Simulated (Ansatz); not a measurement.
Run this with Ansatz 0.2.0 through its Python package and show what comes out.

Contents of `cl2fhoti.xyz`:
```text
6

O     0.04990    0.30090    1.61250
Ti    0.11290    0.05610   -0.34120
F    -1.03340    1.33530   -1.25660
Cl   -0.52670   -2.09340   -0.85440
Cl    2.33100    0.32360   -1.05470
H    -0.89170    0.01350    1.84830
```

The script, `bde_cl2fhoti.py`:
```python
'''Cost of removing each kind of hydrogen from Cl2FHOTi, fragments frozen.'''

from dataclasses import dataclass

import ansatz as az


@dataclass(frozen=True)
class Settings:
    basis_set: str = '6-31G*'
    xc: str = 'pbe'
    vdw: str = 'd4'


opts = Settings()


def energy_of(molecule, charge=0, unpaired=0):
    calc = molecule.calculation().basis(gaussian=opts.basis_set).functional(opts.xc, dispersion=opts.vdw)
    if charge:
        calc = calc.charge(charge)
    if unpaired:
        calc = calc.spin('collinear', total=unpaired)
    return calc.run(threads=1).report['free_energy_ev']

def without(molecule, index):
    rest = az.Crystal.molecule()
    for i, site in enumerate(molecule.cartesian_sites):
        if i != index:
            rest = rest.atom(site.symbol, site.position_ang)
    return rest

system = az.Crystal.molecule_from_extxyz('cl2fhoti.xyz')

whole = energy_of(system, 0)
hydrogen = energy_of(az.Crystal.molecule().atom('H', (0, 0, 0)), 0, 1)
print(f'E(molecule) = {whole:.5f} eV, E(H) = {hydrogen:.5f} eV')
for index in [5]:
    radical = energy_of(without(system, index), 0, 1)
    print(f'H{index}: homolysis {96.485332 * (radical + hydrogen - whole):.1f} kJ/mol')
    anion = energy_of(without(system, index), -1)
    print(f'H{index}: loss of a proton {96.485332 * (anion - whole):.1f} kJ/mol')
```

Running `python bde_cl2fhoti.py` prints:
```text
E(molecule) = -52923.80623 eV, E(H) = -13.53580 eV
H5: homolysis 487.8 kJ/mol
H5: loss of a proton 1357.0 kJ/mol
```

What to keep in mind:
- These settings explore the input space; basis and method may be short of convergence.
- The geometry is a force-field or estimated start, not a minimum of this method, and the basis set is short of its limit. All parts are taken at fixed geometry, without zero-point energy.
- This functional overbinds, so such energies come out a few per cent too high (LDA far more).
- Anions want diffuse functions, which this basis lacks.
- The whole script took 50 s on 1 thread of Arm Neoverse V1 (shared host), peak memory 0.32 GiB.

(Lines on the test bed's own set-up are left out of the output.)
